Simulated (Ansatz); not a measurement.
**GePt: a single-point run**

Aim: the field gradients at the nuclei of GePt, from a sound single-point run.

Computed with Ansatz 0.2.0 (Kohn-Sham DFT, with the functional, basis and potentials that each input names, unless a step's input says otherwise).

2 further runs of the same task are left out: 1 that didn't finish, 1 set aside as unsound or not needed.

### 1 The structure to begin with

Symmetry: Pnma, No. 62, orthorhombic system. Conventional cell: a = 5.732 Å, b = 3.701 Å, c = 6.088 Å, α = 90.00°, β = 90.00°, γ = 90.00°. Ge (site symmetry m) is surrounded by 6 Pt at 2.50 to 2.63 Å. Pt (site symmetry m) has 6 Ge at 2.50 to 2.63 Å as nearest neighbours.

As a file:

```cif
data_structure
_symmetry_space_group_name_H-M 'P 1'
_symmetry_Int_Tables_number 1
_cell_length_a 5.7320
_cell_length_b 3.7010
_cell_length_c 6.0880
_cell_angle_alpha 90.000
_cell_angle_beta 90.000
_cell_angle_gamma 90.000
_cell_volume 129.15
loop_
_atom_site_label
_atom_site_type_symbol
_atom_site_fract_x
_atom_site_fract_y
_atom_site_fract_z
_atom_site_occupancy
Ge1 Ge 0.80500 0.75000 0.59000 1
Ge2 Ge 0.19500 0.25000 0.41000 1
Ge3 Ge 0.69500 0.25000 0.09000 1
Ge4 Ge 0.30500 0.75000 0.91000 1
Pt1 Pt 0.99000 0.75000 0.19500 1
Pt2 Pt 0.01000 0.25000 0.80500 1
Pt3 Pt 0.51000 0.25000 0.69500 1
Pt4 Pt 0.49000 0.75000 0.30500 1
```

### 2 The run

Input file input.yaml:

```yaml
crystal:
  lattice:
    - [5.732, 0.0, 0.0]
    - [0.0, 3.701, 0.0]
    - [0.0, 0.0, 6.088]
  atoms:
    - { symbol: Ge, position: [0.805, 0.75, 0.59] }
    - { symbol: Ge, position: [0.195, 0.25, 0.41] }
    - { symbol: Ge, position: [0.695, 0.25, 0.09] }
    - { symbol: Ge, position: [0.305, 0.75, 0.91] }
    - { symbol: Pt, position: [0.99, 0.75, 0.195] }
    - { symbol: Pt, position: [0.01, 0.25, 0.805] }
    - { symbol: Pt, position: [0.51, 0.25, 0.695] }
    - { symbol: Pt, position: [0.49, 0.75, 0.305] }
kpoints:
  mp_grid: { grid: [8, 13, 8] }
scf:
  occupations: { method: fermi_dirac, width: 0.05 }
hamiltonian:
  xc: pbe
  pseudopotentials: { kind: nc, accuracy: standard }
output:
  forces: true
  stress: true
  populations: true
  efg: { quadrupole_moments_barn: { Ge: -0.196 }, contact_densities: true }
basis:
  ecutwfc: "400 eV"
```

On the command line:

```console
> ansatz run input.yaml --threads 1 --pin off --max-ram 3072MiB --backend cpu --events-out ev --progress --plain --runs-dir out
```

What it wrote:

```text
Error: output.efg without hamiltonian.pseudopotentials.kind: paw|paw_fr|all_electron or hamiltonian.pseudopotentials.kind: all_electron — the all-electron EFG reconstruction needs the PAW one-centre densities; drop the efg request, or set kind: paw (paw_fr under spin-orbit coupling) (under a functional that reads the kinetic-energy density, kind: paw is refused in some combinations and carries risks of its own in the rest: see hamiltonian.xc for the refusals and hamiltonian.pseudopotentials.kind for the risks, both in the input reference; kind: paw is refused beside gw.static_remainder)
```

Run time: 0.02 s. Hardware: 1 thread of Intel Xeon 6975P-C (Granite Rapids), shared host; peak memory 0.039 GiB.

### 3 What went wrong

Nothing was computed: the input was turned down at the start. The line that matters: «output.efg without hamiltonian.pseudopotentials.kind: paw|paw_fr|all_electron or hamiltonian.pseudopotentials.kind: all_electron — the all-electron EFG reconstruction needs the PAW one-centre densities; drop the efg request ...»

What was asked isn't available in this combination.

Fix: leave the request out or change the method.

### 4 Outcome

| quantity | value |
| --- | --- |
| ending | refused |
| cause | not implemented for this set-up |

**Reading.** Nothing from this run should be quoted.
